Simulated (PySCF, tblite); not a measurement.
# C5H10O2Si2: geometry, infrared bands and NMR shifts

Wanted: the infrared bands and NMR shifts of C5H10O2Si2 (`C=C1[SiH2]O[SiH2]C=C[C@H]1O`), by calculation.

Computed with tblite 0.8.0 and PySCF 2.14.0, with density-fitted response routines of our own, on a single molecule in the gas phase. Atoms are numbered from 0 throughout.

**1. The starting structure**

19 atoms, charge 0, multiplicity 1; geometry from: force field or distance geometry start.

Bonds of the start (Å): C0–C1 1.36, C1–Si2 1.88, Si2–O3 1.67, O3–Si4 1.65, Si4–C5 1.84, C5–C6 1.35, C6–C7 1.51, C7–O8 1.42, C7–C1 1.50, C0–H9 1.09, C0–H10 1.08, Si2–H11 1.48, Si2–H12 1.48, Si4–H13 1.49, Si4–H14 1.48, C5–H15 1.09, C6–H16 1.09, C7–H17 1.11, O8–H18 0.96.

**2. Geometry optimisation with GFN2-xTB**

Job settings and geometry (Å):

```
{"job": {"kind": "relax", "xc": "GFN2-xTB", "basis": "xTB"}, "charge": 0, "multiplicity": 1}
C      2.148400    -0.427400     1.172000
C      1.081700    -0.488700     0.324300
Si    -0.168400    -1.884400     0.444400
O     -1.717600    -1.262500     0.513000
Si    -2.523900     0.034100    -0.102100
C     -1.458000     1.529900    -0.091100
C     -0.132400     1.612800    -0.352200
C      0.804200     0.504700    -0.769600
O      2.016600     1.126300    -1.184700
H      2.307700    -1.157200     1.962900
H      2.849300     0.393300     1.113200
H     -0.053100    -2.720600    -0.773900
H      0.084800    -2.718700     1.644500
H     -2.893700    -0.270600    -1.512200
H     -3.754400     0.294800     0.680800
H     -1.990400     2.431200     0.210700
H      0.336800     2.593200    -0.257800
H      0.409400     0.003100    -1.674600
H      2.643000     0.416100    -1.355300
```

Launch:

```console
$ OMP_NUM_THREADS=1 python probes_run.py task.json out
```

One launch serves the whole session: the jobs run in the order shown.

**Question.** This job is followed by: GFN2-xTB harmonic vibrations, gas phase; GIAO PBE0/pcSseg-1 NMR shielding, non-relativistic, gas phase. Predict these results of the whole session: strongest single infrared mode (GFN2-xTB); zero-point energy (GFN2-xTB); 13C shifts against TMS (PBE0/pcSseg-1); 1H shifts against TMS (PBE0/pcSseg-1); 29Si shifts against TMS (PBE0/pcSseg-1); 17O shifts against H2O (PBE0/pcSseg-1).

As calculated:

| quantity | value |
| --- | --- |
| strongest single infrared mode (GFN2-xTB) | 2249 cm⁻¹, 566 km/mol |
| zero-point energy (GFN2-xTB) | 83.2 kcal/mol |
| 13C shifts against TMS (PBE0/pcSseg-1) | 166.4, 160.3, 128.9, 126.5, 78.4 ppm |
| 1H shifts against TMS (PBE0/pcSseg-1) | 7.03, 6.51, 5.85, 5.68, 5.56, 5.53, 5.43, 5.36, 5.23, 0.48 ppm |
| 29Si shifts against TMS (PBE0/pcSseg-1) | -31.0, -31.7 ppm |
| 17O shifts against H2O (PBE0/pcSseg-1) | 58.2, 23.5 ppm |

In words: Relaxing lowered the energy by 0.352 eV in 133 steps; the close pair that moved most is Si2–O3, from 1.671 to 1.622 Å. All 51 modes are real, so the xTB geometry is a minimum. The strongest single mode, at 2249 cm⁻¹, moves mainly H11. Unscaled tight-binding wavenumbers are off by several per cent, some by more. Its intensities can rank the bands wrongly.
